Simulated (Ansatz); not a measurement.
# C2H4ClNOSi: up Jacob's ladder to CCSD(T)

One table from this session's results is given with a row withheld; the runs are named, their logs left out.

Program: Ansatz 0.2.0, Gaussian basis. Level of theory: functionals in def2-TZVPP, the program's frozen cores in correlated methods. These are calculated values, not measurements.

The runs, in order: PBE-D4, r2SCAN-D4, PBE0-D4, B3LYP-D4, ωB97X-V, ωB97M-V, B2PLYP; CCSD(T)/def2-TZVPP; MP2/def2-QZVPP; extrapolation to the limit.

### Structure used throughout

The geometry comes from an earlier relaxation with PBE0-D4 in a triple-zeta def2 set; it is a stationary point, not always the lowest conformer.

SMILES `C[Si](O)(Cl)C#N`, 10 atoms, charge 0, spin multiplicity 1.

Atoms are counted from 1 here; the program's logs count them from 0.

Bond lengths: C1–Si2 1.834 Å, C1–H7 1.091 Å, C1–H8 1.092 Å, C1–H9 1.092 Å, Si2–O3 1.624 Å, Si2–Cl4 2.044 Å, Si2–C5 1.855 Å, O3–H10 0.959 Å, C5–N6 1.152 Å. Angles: Si2–C1–H7 110.5°, Si2–C1–H8 110.0°, Si2–C1–H9 110.0°, H7–C1–H8 108.7°, H7–C1–H9 108.8°, H8–C1–H9 108.7°, C1–Si2–O3 109.4°, C1–Si2–Cl4 112.0°, C1–Si2–C5 110.5°, O3–Si2–Cl4 111.4°, O3–Si2–C5 108.8°, Cl4–Si2–C5 104.6°, Si2–O3–H10 119.6°, Si2–C5–N6 178.7°.

The first run:

Contents of in.yaml:

```yaml
crystal:
  periodic: [false, false, false]
  atoms:
    - {symbol: C, position_ang: [-0.842985, -1.030651, 0.585017]}
    - {symbol: Si, position_ang: [0.269527, 0.064198, -0.378550]}
    - {symbol: O, position_ang: [1.811302, -0.235413, 0.034330]}
    - {symbol: Cl, position_ang: [-0.015973, -0.136452, -2.392585]}
    - {symbol: C, position_ang: [-0.108486, 1.846719, -0.029178]}
    - {symbol: N, position_ang: [-0.338991, 2.948925, 0.212682]}
    - {symbol: H, position_ang: [-1.887072, -0.824149, 0.342933]}
    - {symbol: H, position_ang: [-0.630616, -2.076687, 0.354322]}
    - {symbol: H, position_ang: [-0.691667, -0.869734, 1.654736]}
    - {symbol: H, position_ang: [2.518062, 0.262144, -0.380907]}
basis:
  gaussian: {orbitals: def2-TZVPP}
hamiltonian: {xc: pbe, dispersion: d4}
output: {forces: true, orbitals: {seedname: orbitals}}
```

Started as:

```bash
$ ansatz run in.yaml --threads 4 --pin off --events-out ev --progress --plain --max-ram 10444MiB
```

Among the steps run: PBE-D4 (GGA); r2SCAN-D4 (meta-GGA); PBE0-D4 (hybrid); B3LYP-D4 (hybrid); ωB97X-V (range-separated); ωB97M-V (range-separated); B2PLYP (double hybrid); CCSD(T) in def2-TZVPP; MP2 in def2-QZVPP.

One of the session's tables, all rows but one given; the rest of the session is left out.

| method | atomisation energy (kJ/mol) |
| --- | --- |
| PBE-D4 | 4277.6 |
| r2SCAN-D4 | 4177.3 |
| PBE0-D4 | 4172.5 |
| B3LYP-D4 | 4160.9 |
| ωB97X-V | 4185.1 |
| ωB97M-V | 4196.6 |
| B2PLYP | 4135.0 |
| HF/def2-TZVPP | ? |
| MP2/def2-TZVPP | 4184.1 |
| CCSD/def2-TZVPP | 3971.4 |
| CCSD(T)/def2-TZVPP | 4052.4 |
| MP2/CBS | 4310.5 |
| CCSD(T)/CBS | 4178.9 |

**Question.** Estimate the row for HF/def2-TZVPP.

**Answer.** atomisation energy (kJ/mol): 2957.0. In the column «atomisation energy (kJ/mol)» it is the lowest.
